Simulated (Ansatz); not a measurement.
# Lu (Lu, simple cubic): the cost of one run

Computed with Ansatz 0.2.0 (DFT r2SCAN, plane waves (500 eV) with PAW, scalar-relativistic; PAW files made under PBE, frozen cores solved again for the functional, unless a step says otherwise).

### 1 Starting point

It takes space group Pm-3m (No. 221, cubic). Conventional cell: a = 3.170 Å, b = 3.170 Å, c = 3.170 Å, α = 90.00°, β = 90.00°, γ = 90.00°. Lu (site symmetry m-3m) has 6 Lu at 3.17 Å as nearest neighbours.

As a file:

```
Lu
1.0
     3.17004    0.00000    0.00000
     0.00000    3.17004    0.00000
     0.00000    0.00000    3.17004
Lu
1
Direct
  0.00000 0.00000 0.00000
```

### 2 Geometry optimisation

The input, input.yaml:

```yaml
crystal:
  lattice:
    - [3.1700357483, 0.0, 0.0]
    - [0.0, 3.1700357483, 0.0]
    - [0.0, 0.0, 3.1700357483]
  atoms:
    - { symbol: Lu, position: [0.0, 0.0, 0.0] }
hamiltonian:
  xc: r2scan
  pseudopotentials:
    kind: paw
    azcp:
      Lu: "pseudopotentials/Lu.paw.azcp"
basis:
  ecutwfc: 500
  fft_grid_basis: typed
kpoints:
  mp_grid: { grid: [10, 10, 10], shift: [0, 0, 0] }
magnetization:
  spin_polarized: false
scf:
  occupations: { method: fermi_dirac, width: 0.1 }
relax:
  max_steps: 60
  f_tol: 0.01
  cell: {}
output:
  write_density: true
  write_potential: true
  elf: true
  volumetric_format: npy
```

Started as:

```
> ansatz run input.yaml --threads 1 --pin off --max-ram 3584MiB --backend cpu --events-out ev --progress --plain --runs-dir out
```

**Question.** How long does this run take on 1 thread of Intel Xeon Platinum 8259CL at 2.50GHz (Skylake/Cascade Lake), shared host, and how much memory does it need?

About 19 s, with a peak of 0.58 GiB.
